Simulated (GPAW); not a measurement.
The system is NiMoIrPdW.

```xyz
5
Lattice="4.1467 0.0000 0.0000 -2.0734 3.5911 0.0000 0.0000 0.0000 5.4163" Properties=species:S:1:pos:R:3 pbc="T T T"
Ni    0.0000    0.0000    0.1203
Mo    2.0734    1.1970    2.4913
Pd    0.0000    2.3941    4.0406
Ir    0.0000    2.3941    1.3888
W     2.0734    1.1970    5.4155
```

The cell was built by a generator and needn't be a form met in nature.

Base run:

- Program: GPAW 26.7.0
- Functional: PW91
- Potentials or basis: PAW data sets generated in the run's folder for this functional
- Cutoff: 600 eV
- Basis: pw
- k mesh: 5 × 5 × 4
- Occupations: fermi-dirac, width 0.05 eV
- Spin: collinear spin, ferromagnetic start
- Starting moments: [1.0, 1.0, 0.0, 0.6, 0.0] μB

Its results: pressure 0.2 GPa; net moment 0.00 μB per cell; largest force 0.165 eV/Å.

Q: The run is repeated on the same cell with these changes: functional from PW91 to AM05. What comes out?

A: Pressure -8.6 GPa; net moment 0.00 μB per cell; largest force 0.259 eV/Å.

AM05 binds more tightly than PW91, so the same cell stands under less pressure.

Caveats: the stock nickel data set gives pressures a few GPa off other programs.
